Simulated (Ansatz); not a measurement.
# CH₇BN₂O: one species, many methods

How much do the methods differ for CH₇BN₂O? The plan is to run it at one geometry with functionals of several rungs and with coupled cluster. The yardstick is the atomisation energy at the CCSD(T) limit.

Program: Ansatz 0.2.0, Gaussian basis. Level of theory: functionals in def2-TZVPP, the program's frozen cores in correlated methods. These are calculated values, not measurements.

The runs, in order: PBE-D4, r2SCAN-D4, PBE0-D4, B3LYP-D4, ωB97X-V, ωB97M-V, B2PLYP; CCSD(T)/def2-TZVPP; MP2/def2-QZVPP; extrapolation to the limit.

### Step 1. The relaxed structure

All runs share one geometry, relaxed beforehand with PBE0-D4/def2-TZVP.

SMILES `NCB(N)O`, 12 atoms, charge 0, spin multiplicity 1.

Atoms are counted from 1 here; the program's logs count them from 0.

Bond lengths: N1–C2 1.468 Å, N1–H6 1.012 Å, N1–H7 1.011 Å, C2–B3 1.591 Å, C2–H8 1.097 Å, C2–H9 1.100 Å, B3–N4 1.404 Å, B3–O5 1.366 Å, N4–H10 1.003 Å, N4–H11 1.005 Å, O5–H12 0.970 Å. Angles: C2–N1–H6 110.5°, C2–N1–H7 111.8°, H6–N1–H7 106.8°, N1–C2–B3 109.2°, N1–C2–H8 107.6°, N1–C2–H9 113.9°, B3–C2–H8 107.0°, B3–C2–H9 113.0°, H8–C2–H9 105.7°, C2–B3–N4 122.9°, C2–B3–O5 117.3°, N4–B3–O5 119.8°, B3–N4–H10 123.3°, B3–N4–H11 122.2°, H10–N4–H11 114.5°, B3–O5–H12 106.8°.

### Step 2. PBE-D4 (GGA)

Input file in.yaml:

```yaml
crystal:
  periodic: [false, false, false]
  atoms:
    - {symbol: N, position_ang: [-1.305375, 0.894447, 0.793098]}
    - {symbol: C, position_ang: [-0.611387, -0.356377, 0.462754]}
    - {symbol: B, position_ang: [0.585496, -0.043295, -0.538130]}
    - {symbol: N, position_ang: [1.640387, -0.940097, -0.768113]}
    - {symbol: O, position_ang: [0.549092, 1.147516, -1.207251]}
    - {symbol: H, position_ang: [-0.786634, 1.413726, 1.490494]}
    - {symbol: H, position_ang: [-2.224450, 0.723909, 1.178906]}
    - {symbol: H, position_ang: [-1.319698, -0.997229, -0.076228]}
    - {symbol: H, position_ang: [-0.295810, -0.936203, 1.342318]}
    - {symbol: H, position_ang: [1.727629, -1.820641, -0.296401]}
    - {symbol: H, position_ang: [2.365987, -0.753065, -1.437711]}
    - {symbol: H, position_ang: [-0.248237, 1.612210, -0.909837]}
basis:
  gaussian: {orbitals: def2-TZVPP}
hamiltonian: {xc: pbe, dispersion: d4}
output: {forces: true, orbitals: {seedname: orbitals}}
```

Started as:

```bash
> ansatz run in.yaml --threads 4 --pin off --events-out ev --progress --plain --max-ram 10444MiB
```

After this run come: r2SCAN-D4 (meta-GGA); PBE0-D4 (hybrid); B3LYP-D4 (hybrid); ωB97X-V (range-separated); ωB97M-V (range-separated); B2PLYP (double hybrid); CCSD(T) in def2-TZVPP; MP2 in def2-QZVPP.

Q: Predict the results of all the runs planned. Wanted: atomisation energy, CCSD(T)/CBS; farthest; mean size of error, hybrid; mean size of error, range-separated; gap, smallest and largest; T1 diagnostic; triples share of the correlation energy.

**Answer**, as computed:

| quantity | value |
| --- | --- |
| atomisation energy, CCSD(T)/CBS | 4669.9 kJ/mol |
| functionals within 23.3 kJ/mol (0.5 %) | r2SCAN-D4, PBE0-D4, ωB97X-V |
| farthest | PBE-D4 (+125.1 kJ/mol) |
| mean size of error, hybrid | 23.8 kJ/mol |
| mean size of error, range-separated | 26.8 kJ/mol |
| gap, smallest and largest | 5.59 eV (PBE-D4), 12.17 eV (ωB97X-V) |
| T1 diagnostic | 0.0110 |
| triples share of the correlation energy | 3.7 % |

In words: PBE-D4 misses by +125.1 kJ/mol, or 11.4 kJ/mol for each of 11 bonds. Double hybrids carry the basis error of their MP2 part in triple zeta, and no dispersion term here, so their miss is partly the set-up's. Misses under about 23.3 kJ/mol are within the doubt on the reference itself, which lacks core-valence correlation, relativity and higher excitations. Hartree-Fock recovers 71 % of the binding; the rest is correlation. The gap grows from 5.6 to 12.2 eV across the functionals, mostly with the share of exact exchange.
